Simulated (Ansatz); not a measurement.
# CH₃AlF₂S: single points off equilibrium

An exercise on one series of results from a longer session: the logs are not shown, and one member is left open.

Program: Ansatz 0.2.0, Gaussian basis. Level of theory: single points in def2-TZVPP. These are calculated values, not measurements.

Cores are frozen in the correlated methods.

### The system as given

SMILES `C[S][Al]([F])[F]`, 8 atoms, charge 0, spin multiplicity 1.

Atoms are counted from 1 here; the program's logs count them from 0.

Bond lengths: C1–S2 1.811 Å, C1–H6 1.164 Å, C1–H7 1.166 Å, C1–H8 1.123 Å, S2–Al3 2.160 Å, Al3–F4 1.667 Å, Al3–F5 1.654 Å. Angles: S2–C1–H6 111.2°, S2–C1–H7 103.6°, S2–C1–H8 112.6°, H6–C1–H7 104.8°, H6–C1–H8 109.7°, H7–C1–H8 114.5°, C1–S2–Al3 102.2°, S2–Al3–F4 122.7°, S2–Al3–F5 122.3°, F4–Al3–F5 114.8°.

As a file:

```csv
atom,x (Å),y (Å),z (Å)
C1,-0.63610,-0.23490,1.19330
S2,1.08870,-0.34430,0.65090
Al3,0.96020,0.30130,-1.40610
F4,0.69450,-0.75600,-2.66770
F5,0.99780,1.89780,-1.83530
H6,-1.30630,-0.99440,0.62080
H7,-0.60470,-0.63160,2.28920
H8,-1.05810,0.79990,1.08480
```

The first run:

Contents of run/in.yaml:

```yaml
crystal:
  periodic: [false, false, false]
  atoms:
    - {symbol: C, position_ang: [-0.636100, -0.234900, 1.193300]}
    - {symbol: S, position_ang: [1.088700, -0.344300, 0.650900]}
    - {symbol: Al, position_ang: [0.960200, 0.301300, -1.406100]}
    - {symbol: F, position_ang: [0.694500, -0.756000, -2.667700]}
    - {symbol: F, position_ang: [0.997800, 1.897800, -1.835300]}
    - {symbol: H, position_ang: [-1.306300, -0.994400, 0.620800]}
    - {symbol: H, position_ang: [-0.604700, -0.631600, 2.289200]}
    - {symbol: H, position_ang: [-1.058100, 0.799900, 1.084800]}
basis:
  gaussian: {orbitals: def2-TZVPP}
correlation: {method: ccsd_t}
```

Started as:

```
$ ansatz run in.yaml --threads 8 --pin off --events-out ev --progress --plain --max-ram 10444MiB
```

Steps of the session up to this table: CCSD(T)/def2-TZVPP; PBE0-D4/def2-TZVPP; wB97M-V/def2-TZVPP; r2SCAN-D4/def2-TZVPP; PBE-D4/def2-TZVPP; r2SCAN0-D4/def2-TZVPP; revPBE-D4/def2-TZVPP.

One table of the session follows, with a row left open; its other results are not shown here.

```
    method  RMS force component (eV/Å)  dipole (D)
   PBE0-D4                       0.837        2.25
   wB97M-V                       0.857        2.15
 r2SCAN-D4                       0.839        2.19
    PBE-D4                       0.738        2.21
r2SCAN0-D4                       0.919        2.24
 revPBE-D4                           ?           ?
```

Estimate the missing values for revPBE-D4.

As computed: RMS force component (eV/Å): 0.746; dipole (D): 2.15. In the column «RMS force component (eV/Å)» it lies between PBE-D4 (0.738) and PBE0-D4 (0.837).
